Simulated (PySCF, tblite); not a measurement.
**C₈H₂₄AlN₄−: geometry, infrared bands, NMR shifts and electronic excitations**

Aim: predict the infrared bands, NMR shifts and electronic excitations of C₈H₂₄AlN₄− (`C[N](C)[Al-]([N](C)C)([N](C)C)[N](C)C`).

Computed with tblite 0.8.0 and PySCF 2.14.0, with density-fitted response routines of our own, on a single molecule in the gas phase. Atoms count from 0, in the outputs and in this text.

**1. Starting geometry**

37 atoms, charge -1, multiplicity 1; geometry from: force field or distance geometry start.

Bonds of the start (Å): C0–N1 1.38, N1–C2 1.43, N1–Al3 1.85, Al3–N4 1.89, N4–C5 1.42, N4–C6 1.46, Al3–N7 1.87, N7–C8 1.43, N7–C9 1.43, Al3–N10 1.93, N10–C11 1.45, N10–C12 1.43, C0–H13 1.11, C0–H14 1.10, C0–H15 1.14, C2–H16 1.13, C2–H17 1.12, C2–H18 1.08, C5–H19 1.13, C5–H20 1.12, C5–H21 1.11, C6–H22 1.11, C6–H23 1.12, C6–H24 1.09, C8–H25 1.14, C8–H26 1.14, C8–H27 1.08, C9–H28 1.11, C9–H29 1.11, C9–H30 1.11 and more.

**2. Geometry optimisation with GFN2-xTB**

What the job is given:

```
{"job": {"kind": "relax", "xc": "GFN2-xTB", "basis": "xTB"}, "charge": -1, "multiplicity": 1}
C     -2.333100    -1.694500    -0.111000
N     -1.274200    -1.281100     0.675300
C     -1.279600    -1.594000     2.071200
Al    -0.018900    -0.065400     0.058100
N      1.450100    -0.897500    -0.785200
C      2.286600    -1.687500     0.045300
C      1.122300    -1.554900    -2.042400
N     -0.859400     1.271400    -0.942800
C     -1.589600     0.837300    -2.088900
C     -0.067300     2.446800    -1.146100
N      0.710500     0.837100     1.604200
C     -0.172800     1.957000     1.859300
C      2.087200     1.185400     1.460100
H     -2.712700    -2.688700     0.200000
H     -2.132700    -1.706900    -1.196300
H     -3.197100    -0.960500     0.027600
H     -1.125200    -0.614000     2.621800
H     -2.295300    -1.957200     2.366000
H     -0.471700    -2.267900     2.332700
H      3.353300    -1.307000    -0.029100
H      2.058100    -1.633400     1.136500
H      2.348800    -2.728400    -0.339600
H      1.881800    -2.339000    -2.251400
H      1.187200    -0.767400    -2.834500
H      0.101600    -1.944800    -2.051300
H     -2.645800     0.562800    -1.745400
H     -1.783200     1.689400    -2.813600
H     -1.212500    -0.023700    -2.629400
H     -0.581900     3.294600    -0.652200
H      0.077800     2.697000    -2.213800
H      0.932900     2.349100    -0.678300
H     -0.497000     1.961000     2.919100
H      0.279700     2.930800     1.557400
H     -1.078800     1.806600     1.256000
H      2.527500     0.955000     0.457200
H      2.212800     2.289200     1.654900
H      2.698800     0.679800     2.249700
```

Started as:

```
> OMP_NUM_THREADS=2 python probes_run.py task.json out
```

The driver reads the jobs from task.json and runs them one after another.

**Question.** This job is followed by: GFN2-xTB harmonic vibrations, gas phase; PBE0-D3(BJ)/def2-SVP geometry optimisation, gas phase; GIAO PBE0/pcSseg-1 NMR shielding, non-relativistic, gas phase; TDDFT CAM-B3LYP/def2-SVPD, vertical, gas phase, core orbitals frozen in the response; GIAO wB97X-D/pcSseg-1 NMR shielding, non-relativistic, gas phase. What will the session give for the following? strongest single infrared mode (GFN2-xTB); zero-point energy (GFN2-xTB); point group; rotational constants (main isotopes); ¹³C shifts against TMS (PBE0/pcSseg-1, means over atoms taken as alike); ¹H shifts against TMS (PBE0/pcSseg-1, means over atoms taken as alike); ¹⁵N shifts against NH3 (PBE0/pcSseg-1, means over atoms taken as alike); ²⁷Al shifts against AlH4- (PBE0/pcSseg-1); lowest singlet (CAM-B3LYP/def2-SVPD); brightest single state of those computed; lowest triplet; range of the shift of N1 (with its like atoms).

**Answer**, as computed:

| quantity | value |
| --- | --- |
| strongest single infrared mode (GFN2-xTB) | 2778 cm⁻¹, 565 km/mol |
| zero-point energy (GFN2-xTB) | 197.6 kcal/mol |
| point group | C1 |
| rotational constants (main isotopes) | 0.61, 0.58, 0.58 GHz |
| ¹³C shifts against TMS (PBE0/pcSseg-1, means over atoms taken as alike) | 43.8 ppm |
| ¹H shifts against TMS (PBE0/pcSseg-1, means over atoms taken as alike) | 2.48 ppm |
| ¹⁵N shifts against NH3 (PBE0/pcSseg-1, means over atoms taken as alike) | 24.2 ppm |
| ²⁷Al shifts against AlH4- (PBE0/pcSseg-1) | 23.3 ppm |
| lowest singlet (CAM-B3LYP/def2-SVPD) | 4.31 eV (287 nm), f = 0.000 |
| brightest single state of those computed | state 4, 4.57 eV, f = 0.030 |
| lowest triplet | 4.24 eV |
| range of the shift of N1 (with its like atoms) | 17.7 to 24.2 ppm |

In words: Relaxing lowered the energy by 2.158 eV in 286 steps; the close pair that moved most is Al3–N10, from 1.933 to 1.865 Å (GFN2-xTB). No mode is imaginary among the 105: a minimum at this level. GFN2-xTB is a fitted tight-binding method: band positions and strengths are rough. Its intensities can rank the bands wrongly. The start of the PBE0/def2-SVP relaxation was shaken at random by about 0.01 Å, so part of the energy gained, and of the first lengths quoted, undoes that. The optimisation took 8 steps and gained 0.239 eV; among the close pairs (by a distance rule), C0–H13 changed most, from 1.081 to 1.119 Å (PBE0/def2-SVP). At PBE0/pcSseg-1: Shielding is most anisotropic at C0, C2, C5, C6, C8 and 3 more (span 71 ppm, paramagnetic term -104 ppm). The lowest singlet, at 4.31 eV, is HOMO→LUMO 0.78 and is dark; of the 10 states computed, the strongest absorption comes from states 2 to 3 together at 4.44 eV. The lowest triplet lies 0.07 eV below the lowest singlet (triplets in Tamm-Dancoff, singlets in full TDDFT). The lowest singlet lies above −ε(HOMO); no detachment energy was computed, so the anion's states may not be bound. In ppm, N1 (with its like atoms) moves most: its shift spreads over 6.5 ppm, from 17.7 (wB97X-D/pcSseg-1) to 24.2 (PBE0/pcSseg-1). The conformer search found further structures of the same energy, which may be mirror or relabelled copies of this one.
